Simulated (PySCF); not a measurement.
# V, V⁺: ionisation energy in Sapporo-DKH3-DZP-2012

Aim: the ionisation energy of vanadium from differences of total energies, at each level of theory, and how far each lands from the tabulated value where there is one.

The numbers are computed with PySCF 2.14.0 (unrestricted determinants in a Gaussian basis, no spin-orbit coupling in the energies), except any that are marked as measured or tabulated.

**1. What is computed**

| Quantity | Value |
| --- | --- |
| Element | vanadium (Z = 23) |
| Basis | Sapporo-DKH3-DZP-2012 (6s5p3d1f, 43 functions) |
| Hamiltonian | scalar relativity by spin-free X2C-1e |
| State 1 | V: [Ar] 3d3 4s2, high-spin 4F determinant |
| State 2 | V⁺: [Ar] 3d4, high-spin 5D determinant |
| Methods | UHF, MN15, PBE, MP2 |
| Core shells frozen in the correlated runs | valence: [Ar] (for V) |

Outer shells as boxes (Hund's rule):

V [Ar] 3d3 4s2
```
[Ar] core
3d [↑ ][↑ ][↑ ][  ][  ]
4s [↑↓]
```

V+ [Ar] 3d4
```
[Ar] core
3d [↑ ][↑ ][↑ ][↑ ][  ]
```

The runs were made by one driver on top of PySCF. The scripts below sum up each run's settings (the driver also hands on starting orbitals that pick excited configurations, and frozen orbitals as a list rather than a count), and the logs come from the driver's own runs. The driver starts from symmetry-adapted Hartree-Fock orbitals, holds the occupation by maximum overlap and uses a logarithmic radial grid for functionals, so a plain start would take other cycles.

The driver's launch:

```bash
$ OMP_NUM_THREADS=1 python atomrun2.py TASK.json OUT
```

The integrals over 43 functions and the set-up took 0.46 s of CPU time.

**2. V: the ladder of methods**

Level: UHF.

input.py reads:

```python
from pyscf import gto, scf, dft, mp, cc
import basis_set_exchange as bse
mol = gto.M(atom="V 0 0 0", charge=0, spin=3, symmetry="D2h",
            basis=gto.basis.parse(bse.get_basis("Sapporo-DKH3-DZP-2012", elements=["V"], fmt="nwchem", header=False)),
            nucmod="G")
mf = scf.UHF(mol).sfx2c1e()
mf.irrep_nelec = {'Ag': (4, 4), 'B1g': (1, 0), 'B2g': (1, 0), 'B3g': (1, 0), 'B1u': (2, 2), 'B2u': (2, 2), 'B3u': (2, 2)}
mf.kernel()
```

Level: MN15.

Changes to input.py:

```diff
@@ -5,3 +5,3 @@
             nucmod="G")
-mf = scf.UHF(mol).sfx2c1e()
+mf = dft.UKS(mol, xc="MN15").sfx2c1e()
 mf.irrep_nelec = {'Ag': (4, 4), 'B1g': (1, 0), 'B2g': (1, 0), 'B3g': (1, 0), 'B1u': (2, 2), 'B2u': (2, 2), 'B3u': (2, 2)}
```

Level: PBE.

Changes to input.py:

```diff
@@ -5,3 +5,3 @@
             nucmod="G")
-mf = dft.UKS(mol, xc="MN15").sfx2c1e()
+mf = dft.UKS(mol, xc="PBE").sfx2c1e()
 mf.irrep_nelec = {'Ag': (4, 4), 'B1g': (1, 0), 'B2g': (1, 0), 'B3g': (1, 0), 'B1u': (2, 2), 'B2u': (2, 2), 'B3u': (2, 2)}
```

Level: MP2 (valence).

Changes to input.py:

```diff
@@ -5,4 +5,5 @@
             nucmod="G")
-mf = dft.UKS(mol, xc="PBE").sfx2c1e()
+mf = scf.UHF(mol).sfx2c1e()
 mf.irrep_nelec = {'Ag': (4, 4), 'B1g': (1, 0), 'B2g': (1, 0), 'B3g': (1, 0), 'B1u': (2, 2), 'B2u': (2, 2), 'B3u': (2, 2)}
 mf.kernel()
+mp.UMP2(mf, frozen=9).kernel()
```

**3. V⁺, method by method**

Level: UHF.

input.py reads:

```python
from pyscf import gto, scf, dft, mp, cc
import basis_set_exchange as bse
mol = gto.M(atom="V 0 0 0", charge=1, spin=4, symmetry="D2h",
            basis=gto.basis.parse(bse.get_basis("Sapporo-DKH3-DZP-2012", elements=["V"], fmt="nwchem", header=False)),
            nucmod="G")
mf = scf.UHF(mol).sfx2c1e()
mf.irrep_nelec = {'Ag': (4, 3), 'B1g': (1, 0), 'B2g': (1, 0), 'B3g': (1, 0), 'B1u': (2, 2), 'B2u': (2, 2), 'B3u': (2, 2)}
mf.kernel()
```

Level: MN15.

Changes to input.py:

```diff
@@ -5,3 +5,3 @@
             nucmod="G")
-mf = scf.UHF(mol).sfx2c1e()
+mf = dft.UKS(mol, xc="MN15").sfx2c1e()
 mf.irrep_nelec = {'Ag': (4, 3), 'B1g': (1, 0), 'B2g': (1, 0), 'B3g': (1, 0), 'B1u': (2, 2), 'B2u': (2, 2), 'B3u': (2, 2)}
```

Level: PBE.

Changes to input.py:

```diff
@@ -5,3 +5,3 @@
             nucmod="G")
-mf = dft.UKS(mol, xc="MN15").sfx2c1e()
+mf = dft.UKS(mol, xc="PBE").sfx2c1e()
 mf.irrep_nelec = {'Ag': (4, 3), 'B1g': (1, 0), 'B2g': (1, 0), 'B3g': (1, 0), 'B1u': (2, 2), 'B2u': (2, 2), 'B3u': (2, 2)}
```

Level: MP2 (valence).

Changes to input.py:

```diff
@@ -5,4 +5,5 @@
             nucmod="G")
-mf = dft.UKS(mol, xc="PBE").sfx2c1e()
+mf = scf.UHF(mol).sfx2c1e()
 mf.irrep_nelec = {'Ag': (4, 3), 'B1g': (1, 0), 'B2g': (1, 0), 'B3g': (1, 0), 'B1u': (2, 2), 'B2u': (2, 2), 'B3u': (2, 2)}
 mf.kernel()
+mp.UMP2(mf, frozen=9).kernel()
```

What does the calculation give?

The runs gave:

| quantity | value |
| --- | --- |
| ionisation energy, V | UHF 6.137, MP2 (valence) 6.517 eV; reference 6.732 |

Accuracy against cost (mean over 1 difference):

```
           method  mean absolute miss against the measured value (with the measured fine structure taken into account where it is known) (eV)  CPU time, both states (s)
              UHF                                                                                                                       0.596                       0.57
             MN15                                                                                                                       0.586                        6.7
              PBE                                                                                                                       0.353                        2.5
    MP2 (valence)                                                                                                                       0.215                       0.63
SCS-MP2 (valence)                                                                                                                       0.235                       0.63
```

**Reading.** Against experiment MP2 (valence) comes closest (off by 0.22 eV) and UHF is farthest (0.60 eV). In a finite basis a lower level can come nearest by cancelling errors. Hartree-Fock falls short because the species with more electrons holds more correlation energy, which it lacks. PBE is off by -0.35 eV. All values hold for this basis alone; no basis-set limit was taken. The dearest level timed, MN15, costs 12 times the cheapest, UHF, and differs from the measured value (with the measured fine structure taken into account where it is known) by 0.59 against 0.60 eV.
